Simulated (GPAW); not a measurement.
# CaB2 (P6/mmm) in GPAW: settings compared, part 2 of 2

GPAW 26.7.0.

**5. Band structure, RPBE**

Contents of run.py:

```python
from ase.dft.bandgap import bandgap
from ase.io import read, write
from ase.units import Bohr, GPa
from gpaw import GPAW, PW
from gpaw.elf import elf_from_dft_calculation

atoms = read('CaB2.xyz')

calc = GPAW(mode=PW(800),
            xc='RPBE',
            kpts={'size': (9, 9, 7), 'gamma': True},
            occupations={'name': 'fermi-dirac', 'width': 0.05},
            nbands=17,
            convergence={'density': 1e-05, 'energy': 1e-05},
            maxiter=150,
            txt='gpaw.txt')
atoms.calc = calc
energy = atoms.get_potential_energy()
forces = atoms.get_forces()
stress = atoms.get_stress()
calc.write('gs.gpw')
write('result.traj', atoms)
print(f'Energy: {energy:.6f} eV')
print('Forces (eV/A):')
print(forces.round(4))
print('Stress (GPa):', (stress / GPa).round(3))
print('Fermi level:', round(calc.get_fermi_level(), 4), 'eV')
print(f'Gap: {bandgap(calc)[0]:.4f} eV, direct: {bandgap(calc, direct=True)[0]:.4f} eV')

# fields on the real-space grid
write('density.cube', atoms, data=calc.get_pseudo_density() * Bohr**3)
write('potential.cube', atoms, data=calc.get_electrostatic_potential())
write('elf.cube', atoms, data=elf_from_dft_calculation(calc).data)

path = atoms.cell.bandpath('GMKGALHA,LM,KH', npoints=100, eps=1e-4)
bs_calc = calc.fixed_density(kpts=path, symmetry='off', nbands=27,
                             convergence={'bands': 'CBM+6.0', 'eigenstates': 1e-6}, txt='bands.txt')
bs = bs_calc.band_structure()
bs.write('bs.json')
print(f'Gap on the path: {bandgap(bs_calc)[0]:.4f} eV')
```

Contents of CaB2.xyz:

```xyz
3
Lattice="3.2264302843 0.0000000000 0.0000000000 -1.6132151421 2.7941705897 0.0000000000 0.0000000000 0.0000000000 4.0673920000" Properties=species:S:1:pos:R:3 pbc="T T T"
Ca     0.0000000000      0.0000000000      0.0000000000
B      1.6132151423      0.9313901965      2.0336960000
B     -0.0000000001      1.8627803932      2.0336960000
```

Potentials or basis: the program's PAW data sets (release 1.2.1) made for this functional, pw.

Launch:

```console
> OMP_NUM_THREADS=1 python run.py
```

gpaw.txt:

```text
__  _  _
 | _ |_)|_||  |
 |__||  | ||/\| - 26.7.0

Input parameters:
  mode=PW(ecut=800.0),
  convergence={'density': 1e-05, 'energy': 1e-05},
  kpts=MonkhorstPack(size=(9, 9, 7), gamma=True),
  maxiter=150,
  nbands=17,
  occupations=Occupations(name='fermi-dirac', width=0.05),
  xc=XC(name='RPBE')

Diagonalizing LCAO Hamiltonian
Converting LCAO to pw mode

         B  B

       Ca

Atoms  # Å, Bohr magnetons
|   | symbol |         x |        y |        z |    initial magnetic moments |
|---|--------|-----------|----------|----------|-----------------------------|
| 0 |     Ca |  0.000000 | 0.000000 | 0.000000 | ( 0.0000,  0.0000,  0.0000) |
| 1 |      B |  1.613215 | 0.931390 | 2.033696 | ( 0.0000,  0.0000,  0.0000) |
| 2 |      B | -0.000000 | 1.862780 | 2.033696 | ( 0.0000,  0.0000,  0.0000) |

Unit cell  # Å
| periodic |         x |        y |        z |  lengths |     angles |
|----------|-----------|----------|----------|----------|------------|
|      yes |  3.226430 | 0.000000 | 0.000000 | 3.226430 |  90.000000 |
|      yes | -1.613215 | 2.794171 | 0.000000 | 3.226430 |  90.000000 |
|      yes |  0.000000 | 0.000000 | 4.067392 | 4.067392 | 120.000000 |

Number of symmetries: 24
Symmetry operations  # r_c * U_cc + t_c -> r_c
|    | kind |            matrix            |
|----|------|------------------------------|
|  0 |  σ   |  1, 1, 0,  0,-1, 0,  0, 0, 1 |
|  1 |  C2  |  1, 1, 0,  0,-1, 0,  0, 0,-1 |
|  2 |  C6  |  1, 1, 0, -1, 0, 0,  0, 0, 1 |
|  3 |  S6  |  1, 1, 0, -1, 0, 0,  0, 0,-1 |
|  4 |  E   |  1, 0, 0,  0, 1, 0,  0, 0, 1 |
|  5 |  σ   |  1, 0, 0,  0, 1, 0,  0, 0,-1 |
|  6 |  σ   |  1, 0, 0, -1,-1, 0,  0, 0, 1 |
[... 150 lines left out ...]
|---------|-|-------------|-------|-------|
|iter:   1| |  -15.556935 | +0.26 |       |
|iter:   2| |  -15.368104 | -1.80 | -1.01 |
|iter:   3| |  -14.739320 | -1.50 | -1.06 |
|iter:   4| |  -14.748272 | -3.65 | -1.72 |
|iter:   5| |  -14.752102 | -3.86 | -2.02 |
|iter:   6| |  -14.752152 | -5.60 | -3.07 |
|iter:   7| |  -14.752158c| -6.83 | -3.60 |
|iter:   8| |  -14.752158c| -8.32c| -4.40 |
|iter:   9| |  -14.752158c| -8.69c| -5.35c|

Converged in 9 steps
Energy contributions relative to reference atoms: (reference = -19857.367258)

Energy contributions:
  Kinetic:          14.371302
  Coulomb:          -8.794887
  Zero:             -0.639906
  External:          0.000000
  Xc:              -19.684964
  Entropy:          -0.007407
  Spinorbit:         0.000000
  ----------------------------
  Free energy:     -14.755862
  Extrapolated:    -14.752158

dipole moment: (-5.313038, -9.202453, -13.395740)  # |e|*Ang

Fermi level: 7.285
Eigenvalues  # (at kpt = [0.000, 0.000, 0.000])
| band index |      eig [eV] | occ [0-2] |
|------------|---------------|-----------|
|          0 |       -32.556 |     2.000 |
|          1 |       -13.516 |     2.000 |
|          2 |       -13.329 |     2.000 |
|          3 |       -13.329 |     2.000 |
|          4 |        -3.178 |     2.000 |
|          5 |         5.454 |     2.000 |
|          6 |         7.665 |     0.001 |
|          7 |         7.665 |     0.001 |
|          8 |         7.799 |     0.000 |
|          9 |        12.717 |     0.000 |
|         10 |        12.717 |     0.000 |
|         11 |        13.522 |     0.000 |
|         12 |        13.522 |     0.000 |
|         13 |        14.130 |     0.000 |
|        ... |               |           |
|         16 |        16.011 |     0.000 |

No gap
No difference between direct/indirect transitions

Forces  # eV/Ang
|        x |        y |       z |
|----------|----------|---------|
|  0.00000 |  0.00000 | 0.00000 |  # Ca   0
| -0.00000 | -0.00000 | 0.00000 |  # B    1
|  0.00000 |  0.00000 | 0.00000 |  # B    2

Stress tensor  # eV/Ang^3
|         x |         y |         z |
|-----------|-----------|-----------|
| -0.016878 |  0.000000 |  0.000000 |
|  0.000000 | -0.016878 |  0.000000 |
|  0.000000 |  0.000000 | -0.022106 |

# Writing to gs.gpw (mode='')
```

stdout:

```text
Energy: -14.752158 eV
Forces (eV/A):
[[ 0.  0.  0.]
 [-0. -0.  0.]
 [ 0.  0.  0.]]
Stress (GPa): [-2.704 -2.704 -3.542  0.     0.     0.   ]
Fermi level: 7.285 eV
Gap: 0.0000 eV, direct: 0.0000 eV
Gap on the path: 0.0000 eV
```

Wall time 78 s (1 thread of Arm Neoverse V1, shared host); peak memory 0.33 GiB.

Results:

```
Free energy             : -14.7559 eV
Pressure                : 3.0 GPa
Band gap along the path : none (metal or under the smearing width)
```

Levels at the corners of the path, in eV from the Fermi level:
```csv
point,band 5,band 6,band 7,band 8,band 9,band 10,band 11,band 12
Γ,-10.46,-1.83,0.38,0.38,0.51,5.43,5.43,6.24
M,-6.92,-6.37,-1.37,-1.18,1.09,3.12,5.29,6.29
K,-5.93,-5.93,-4.23,0.04,0.04,3.88,3.88,6.45
Γ,-10.46,-1.83,0.38,0.38,0.51,5.43,5.43,6.24
A,-9.46,-4.67,0.93,0.93,3.50,4.15,4.15,4.29
L,-7.39,-5.52,-1.68,-0.80,-0.73,5.32,5.55,6.34
H,-6.22,-6.22,-3.43,-0.35,-0.35,5.90,6.69,6.69
A,-9.46,-4.67,0.93,0.93,3.50,4.15,4.15,4.29
L,-7.39,-5.52,-1.68,-0.80,-0.73,5.32,5.55,6.34
M,-6.92,-6.37,-1.37,-1.18,1.09,3.12,5.29,6.29
K,-5.93,-5.93,-4.23,0.04,0.04,3.88,3.88,6.45
H,-6.22,-6.22,-3.43,-0.35,-0.35,5.90,6.69,6.69
```

**6. The runs side by side**

| level | potentials or basis | pressure (GPa) |
| --- | --- | --- |
| LDA | the program's PAW data sets (release 1.2.1) made for this functional, pw | -6.6 |
| PBE | GPAW PAW data sets (gpaw-data 1.2.1), pw | -0.1 |
| PBEsol | PAW data sets generated in the run's folder for this functional, pw | -2.9 |
| RPBE | the program's PAW data sets (release 1.2.1) made for this functional, pw | 3.0 |

Alike in all rows: task band structure; no spin polarisation; cell as given; k mesh 9 × 9 × 7; cutoff (eV) 800; smearing fermi-dirac 0.05 eV.

Total energies depend on the potentials used, so only differences within one code and one set of settings carry meaning.
